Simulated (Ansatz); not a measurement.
**ZrBrCl₃: how energies converge with the basis set**

Aim: see how fast density functionals converge with the basis set for ZrBrCl₃.

Computed with Ansatz 0.2.0, Gaussian basis. Level: one geometry, several basis sets.

The runs, in order: PBE0-D4/def2-SVP; ωB97M-V/def2-SVP; PBE0-D4/def2-QZVPP; ωB97M-V/def2-QZVPP; the functionals' def2-TZVPP values are taken from earlier runs.

## Step 1: The relaxed structure

An earlier PBE0-D4 in a triple-zeta def2 set relaxation fixed the geometry. Zr takes the def2 core potential; no spin-orbit term is included.

5 atoms, charge 0, spin multiplicity 1.

Atoms are counted from 1 here; the program's logs count them from 0.

Bond lengths: Cl1–Zr2 2.314 Å, Zr2–Cl3 2.314 Å, Zr2–Cl4 2.314 Å, Zr2–Br5 2.472 Å. Angles: Cl1–Zr2–Cl3 109.4°, Cl1–Zr2–Cl4 109.4°, Cl1–Zr2–Br5 109.5°, Cl3–Zr2–Cl4 109.4°, Cl3–Zr2–Br5 109.5°, Cl4–Zr2–Br5 109.5°.

## Step 2: PBE0-D4 in def2-SVP

in.yaml reads:

```yaml
crystal:
  periodic: [false, false, false]
  atoms:
    - {symbol: Cl, position_ang: [-0.802917, -0.139693, 2.165948]}
    - {symbol: Zr, position_ang: [0.006009, -0.043426, -0.000345]}
    - {symbol: Cl, position_ang: [2.026362, -1.166345, -0.117532]}
    - {symbol: Cl, position_ang: [-1.512847, -1.041170, -1.433552]}
    - {symbol: Br, position_ang: [0.333295, 2.317034, -0.656019]}
basis:
  gaussian: {orbitals: def2-SVP}
hamiltonian: {xc: pbe0, dispersion: d4}
output: {orbitals: {seedname: orbitals}}
```

Launch:

```sh
ansatz run in.yaml --threads 4 --pin off --events-out ev --progress --plain --max-ram 10444MiB
```

The program printed:

```text
Functional definition: PBE0
  name "PBE0"
  cite "Adamo & Barone, J. Chem. Phys. 110, 6158 (1999) doi:10.1063/1.478522"
  cite "Perdew, Burke & Ernzerhof, Phys. Rev. Lett. 77, 3865 (1996) doi:10.1103/PhysRevLett.77.3865"
  parent pbe
  parameter a = 0.25
  parameter kappa = 0.804
  parameter beta = 0.06672455060314922
  exchange = (1 - a)*pbe_x(kappa = kappa, mu = beta*pi^2/3) + a*exact_x
  correlation = pbe_c(beta = beta)
1107 factors; integrals over basis functions are off by at most 9.7e-4 eV
mean field evaluation 1: about -108861.5003 eV, gradient 1.9e1 eV
mean field evaluation 2: about -108858.1340 eV, gradient 4.2e1 eV
mean field evaluation 4: about -108862.4806 eV, gradient 1.3e0 eV
mean field evaluation 8: about -108862.5631 eV, gradient 5.4e-2 eV
mean field evaluation 16: about -108862.5631 eV, gradient 6.2e-5 eV
mean field -108862.56311983 eV, -4000.6254049582 hartree, gradient 6.2e-5 eV, S^2 0.000000; 0 other end points of the search recorded, 0 dependent functions left out
reference -108862.56318070 eV, -4000.6254071952 hartree; 49, 49 occupied and 68, 68 virtual orbitals, 1107 factors
Total energy: -108862.77104295 eV, -4000.6330459918 hartree
```

Run time: 2.1 s. Hardware: 4 threads of Arm Neoverse V2, shared host.

## Step 3: ωB97M-V in def2-SVP

Changes to in.yaml since step 2:

```diff
@@ -10,3 +10,3 @@
   gaussian: {orbitals: def2-SVP}
-hamiltonian: {xc: pbe0, dispersion: d4}
+hamiltonian: {xc: {name: wB97M-V}}
 output: {orbitals: {seedname: orbitals}}
```

The command is unchanged.

The program printed, cut to the lines that bear on the results:

```text
Functional definition: wB97M-V
  name "wB97M-V"
  cite "Mardirossian & Head-Gordon, J. Chem. Phys. 144, 214110 (2016) doi:10.1063/1.4952647"
  cite "Becke, J. Chem. Phys. 107, 8554 (1997) doi:10.1063/1.475007"
  cite "Vydrov & Van Voorhis, J. Chem. Phys. 133, 244103 (2010) doi:10.1063/1.3521275"
  # Of w^i u^j: cxij and so on, Table III.
[...]
  gx(w, u) = 1 - cx + cx01*u + cx10*w
  gss(w, u) = css00 + css04*u^4 + css10*w + css20*w^2 + css43*w^4*u^3
  gos(w, u) = cos00 + cos10*w + (cos20 + cos21*u)*w^2 + (cos60 + cos61*u)*w^6
[...]
      + integral(e_c_pw_mod_opposite_spin*gos(b97_w_opposite, b97_u_opposite)) + vv10(b, c)
1107 factors; integrals over basis functions are off by at most 9.7e-4 eV
235 factors; integrals over basis functions are off by at most 1.9e-5 eV
[...]
mean field -108875.60051850 eV, -4001.1045205222 hartree, gradient 2.8e-5 eV, S^2 0.000000; 0 other end points of the search recorded, 0 dependent functions left out
reference -108875.60061370 eV, -4001.1045240209 hartree; 49, 49 occupied and 68, 68 virtual orbitals, 1107 factors
Total energy: -108875.60061370 eV, -4001.1045240209 hartree
```

Wall time 9 s (4 threads of Arm Neoverse V2, shared host).

## Step 4: PBE0-D4 in def2-QZVPP

Changes to in.yaml since step 3:

```diff
@@ -9,4 +9,4 @@
 basis:
-  gaussian: {orbitals: def2-SVP}
-hamiltonian: {xc: {name: wB97M-V}}
+  gaussian: {orbitals: "def2-QZVPP.json"}
+hamiltonian: {xc: pbe0, dispersion: d4}
 output: {orbitals: {seedname: orbitals}}
```

Same command.

The program printed:

```text
Functional definition: PBE0
  name "PBE0"
  cite "Adamo & Barone, J. Chem. Phys. 110, 6158 (1999) doi:10.1063/1.478522"
  cite "Perdew, Burke & Ernzerhof, Phys. Rev. Lett. 77, 3865 (1996) doi:10.1103/PhysRevLett.77.3865"
  parent pbe
  parameter a = 0.25
  parameter kappa = 0.804
  parameter beta = 0.06672455060314922
  exchange = (1 - a)*pbe_x(kappa = kappa, mu = beta*pi^2/3) + a*exact_x
  correlation = pbe_c(beta = beta)
2083 factors; their error is unknown
mean field evaluation 1: about -108885.3512 eV, gradient 2.3e1 eV
mean field evaluation 2: about -108884.1643 eV, gradient 3.3e1 eV
mean field evaluation 4: about -108886.5454 eV, gradient 2.1e0 eV
mean field evaluation 8: about -108886.5562 eV, gradient 3.7e-2 eV
mean field evaluation 16: about -108886.7859 eV, gradient 7.3e-5 eV
mean field -108886.78591310 eV, -4001.5155761920 hartree, gradient 7.3e-5 eV, S^2 0.000000; 0 other end points of the search recorded, 0 dependent functions left out
reference -108886.78594894 eV, -4001.5155775094 hartree; 49, 49 occupied and 331, 331 virtual orbitals, 2083 factors
Total energy: -108886.99381119 eV, -4001.5232163059 hartree
```

Run time: 12 s. Hardware: 4 threads of Arm Neoverse V2, shared host; peak memory 1.9 GiB.

## Step 5: ωB97M-V in def2-QZVPP

Changes to in.yaml since step 4:

```diff
@@ -10,3 +10,3 @@
   gaussian: {orbitals: "def2-QZVPP.json"}
-hamiltonian: {xc: pbe0, dispersion: d4}
+hamiltonian: {xc: {name: wB97M-V}}
 output: {orbitals: {seedname: orbitals}}
```

The command is unchanged.

The program printed, cut to the lines that bear on the results:

```text
Functional definition: wB97M-V
  name "wB97M-V"
  cite "Mardirossian & Head-Gordon, J. Chem. Phys. 144, 214110 (2016) doi:10.1063/1.4952647"
  cite "Becke, J. Chem. Phys. 107, 8554 (1997) doi:10.1063/1.475007"
  cite "Vydrov & Van Voorhis, J. Chem. Phys. 133, 244103 (2010) doi:10.1063/1.3521275"
  # Of w^i u^j: cxij and so on, Table III.
[...]
  gx(w, u) = 1 - cx + cx01*u + cx10*w
  gss(w, u) = css00 + css04*u^4 + css10*w + css20*w^2 + css43*w^4*u^3
  gos(w, u) = cos00 + cos10*w + (cos20 + cos21*u)*w^2 + (cos60 + cos61*u)*w^6
[...]
      + integral(e_c_pw_mod_opposite_spin*gos(b97_w_opposite, b97_u_opposite)) + vv10(b, c)
1960 factors; their error is unknown
277 factors; integrals over basis functions are off by at most 4.0e-5 eV
[...]
mean field -108899.48606975 eV, -4001.9822983406 hartree, gradient 4.8e-5 eV, S^2 0.000000; 0 other end points of the search recorded, 0 dependent functions left out
reference -108899.48612989 eV, -4001.9823005506 hartree; 49, 49 occupied and 331, 331 virtual orbitals, 1960 factors
Total energy: -108899.48612989 eV, -4001.9823005506 hartree
```

Run time: 28 s. Hardware: 4 threads of Arm Neoverse V2, shared host; peak memory 2.2 GiB.

## Step 6: Functionals by basis

The def2-TZVPP values come from earlier runs at the same geometry.

```csv
functional,basis,functions,energy (eV),from the largest (eV),HOMO (eV),LUMO (eV)
PBE0-D4,def2-SVP,117,-108862.7710,24.223,-9.23,-2.68
PBE0-D4,def2-TZVPP,230,-108884.3878,2.606,-9.23,-2.70
PBE0-D4,def2-QZVPP,380,-108886.9938,0.000,-9.23,-2.70
ωB97M-V,def2-SVP,117,-108875.6006,23.886,-11.35,-0.56
ωB97M-V,def2-TZVPP,230,-108896.9900,2.496,-11.39,-0.63
ωB97M-V,def2-QZVPP,380,-108899.4861,0.000,-11.40,-0.65
```

## Step 7: Summary of results

```
                                       quantity           value
PBE0-D4: double and triple zeta above quadruple  24.22, 2.61 eV
ωB97M-V: double and triple zeta above quadruple  23.89, 2.50 eV
```

What this shows: For PBE0-D4 the step from double to triple zeta gains 21.62 eV and the next only 2.61 eV. These are total energies; as a rule much of such shifts cancels in differences, which this series doesn't test.

For PBE0-D4 the largest set took about 6 times as long as the smallest (12 s against 2.1 s).
